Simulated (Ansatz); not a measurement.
# C₇H₁₃FHfN₂: small, medium and large basis sets

How large a basis does C₇H₁₃FHfN₂ need? Two functionals are run in growing sets.

Program: Ansatz 0.2.0, Gaussian basis. Level of theory: one geometry, several basis sets. These are calculated values, not measurements.

The runs, in order: PBE0-D4/def2-SVP; ωB97M-V/def2-SVP; PBE0-D4/def2-QZVPP; ωB97M-V/def2-QZVPP; the functionals' def2-TZVPP values are taken from earlier runs.

## 1. Structure used throughout

All runs share one geometry, relaxed beforehand with PBE0-D4 in a triple-zeta def2 set. Hf takes the def2 core potential; no spin-orbit term is included.

SMILES `CC[C@@]12[C@H]3[C@H]4[C@H]5[C@@H]1[Hf]4532([NH2])([NH2])[F]`, 24 atoms, charge 0, spin multiplicity 1.

Atoms are counted from 1 here; the program's logs count them from 0.

Bond lengths: C1–C2 1.523 Å, C1–H12 1.093 Å, C1–H13 1.093 Å, C1–H14 1.092 Å, C2–C3 1.498 Å, C2–H15 1.096 Å, C2–H16 1.093 Å, C3–C4 1.413 Å, C3–C7 1.419 Å, C3–Hf8 2.529 Å, C4–C5 1.408 Å, C4–Hf8 2.564 Å, C4–H17 1.081 Å, C5–C6 1.411 Å, C5–Hf8 2.565 Å, C5–H18 1.080 Å, C6–C7 1.412 Å, C6–Hf8 2.525 Å and more. Angles: C2–C1–H12 110.9°, C2–C1–H13 111.6°, C2–C1–H14 110.8°, H12–C1–H13 108.3°, H12–C1–H14 107.4°, H13–C1–H14 107.7°, C1–C2–C3 114.6°, C1–C2–H15 109.2°, C1–C2–H16 109.5°, C3–C2–H15 108.4°, C3–C2–H16 108.6°, H15–C2–H16 106.2°, C2–C3–C4 126.0°, C2–C3–C7 126.9°, C2–C3–Hf8 119.8°, C4–C3–C7 107.0°, C4–C3–Hf8 75.3°, C7–C3–Hf8 72.4° and more.

Coordinates:

```xyz
24
charge 0, multiplicity 1
C    -0.3223    1.9537   -1.8960
C    -1.4537    0.9776   -1.6016
C    -1.2700    0.1658   -0.3557
C    -1.4353   -1.2334   -0.2438
C    -1.2203   -1.6098    1.0961
C    -0.9236   -0.4425    1.8317
C    -0.9522    0.6518    0.9395
Hf    1.0257   -0.7064    0.2483
N     1.7879   -2.1268    1.5000
N     2.3482    0.8240    0.5484
F     1.3841   -1.1565   -1.6017
H     0.6078    1.4201   -2.1105
H    -0.1440    2.6276   -1.0548
H    -0.5565    2.5666   -2.7690
H    -2.3958    1.5314   -1.5169
H    -1.5755    0.2951   -2.4466
H    -1.6521   -1.9000   -1.0668
H    -1.2590   -2.6163    1.4860
H    -0.6960   -0.3950    2.8867
H    -0.7625    1.6826    1.2004
H     2.7717   -2.3618    1.4622
H     1.3319   -2.7450    2.1514
H     2.5829    1.5442   -0.1202
H     2.7785    1.0530    1.4329
```

## 2. PBE0-D4 in def2-SVP

in.yaml reads:

```yaml
crystal:
  periodic: [false, false, false]
  atoms:
    - {symbol: C, position_ang: [-0.322251, 1.953676, -1.896028]}
    - {symbol: C, position_ang: [-1.453665, 0.977566, -1.601586]}
    - {symbol: C, position_ang: [-1.269964, 0.165777, -0.355653]}
    - {symbol: C, position_ang: [-1.435293, -1.233380, -0.243755]}
    - {symbol: C, position_ang: [-1.220336, -1.609848, 1.096124]}
    - {symbol: C, position_ang: [-0.923612, -0.442479, 1.831652]}
    - {symbol: C, position_ang: [-0.952206, 0.651825, 0.939500]}
    - {symbol: Hf, position_ang: [1.025720, -0.706440, 0.248296]}
    - {symbol: N, position_ang: [1.787878, -2.126753, 1.500020]}
    - {symbol: N, position_ang: [2.348164, 0.823970, 0.548403]}
    - {symbol: F, position_ang: [1.384132, -1.156509, -1.601719]}
    - {symbol: H, position_ang: [0.607750, 1.420134, -2.110547]}
    - {symbol: H, position_ang: [-0.144042, 2.627563, -1.054782]}
    - {symbol: H, position_ang: [-0.556461, 2.566617, -2.768959]}
    - {symbol: H, position_ang: [-2.395787, 1.531448, -1.516899]}
    - {symbol: H, position_ang: [-1.575495, 0.295079, -2.446608]}
    - {symbol: H, position_ang: [-1.652051, -1.900027, -1.066783]}
    - {symbol: H, position_ang: [-1.259008, -2.616261, 1.486003]}
    - {symbol: H, position_ang: [-0.695959, -0.395010, 2.886749]}
    - {symbol: H, position_ang: [-0.762532, 1.682610, 1.200377]}
    - {symbol: H, position_ang: [2.771729, -2.361786, 1.462152]}
    - {symbol: H, position_ang: [1.331886, -2.744972, 2.151399]}
    - {symbol: H, position_ang: [2.582931, 1.544237, -0.120232]}
    - {symbol: H, position_ang: [2.778470, 1.052952, 1.432885]}
basis:
  gaussian: {orbitals: def2-SVP}
hamiltonian: {xc: pbe0, dispersion: d4}
output: {orbitals: {seedname: orbitals}}
```

Command:

```sh
> ansatz run in.yaml --threads 4 --pin off --events-out ev --progress --plain --max-ram 66560MiB --backend cpu
```

The runs that follow: ωB97M-V in def2-SVP; PBE0-D4 in def2-QZVPP; ωB97M-V in def2-QZVPP.

Before running them: what should the planned runs give, taken together? Wanted: PBE0-D4: double and triple zeta above quadruple; ωB97M-V: double and triple zeta above quadruple.

As calculated:

| quantity | value |
| --- | --- |
| PBE0-D4: double and triple zeta above quadruple | 15.95, 0.74 eV |
| ωB97M-V: double and triple zeta above quadruple | 16.53, 0.70 eV |

What this shows: PBE0-D4 gains 15.21 eV from double to triple zeta, then 0.74 eV more. Total energies overstate the basis error of differences, where much of it tends to cancel. The LUMO of ωB97M-V is positive and keeps falling with the basis (1.77 to 0.87 eV): an unbound level that the basis holds in place.
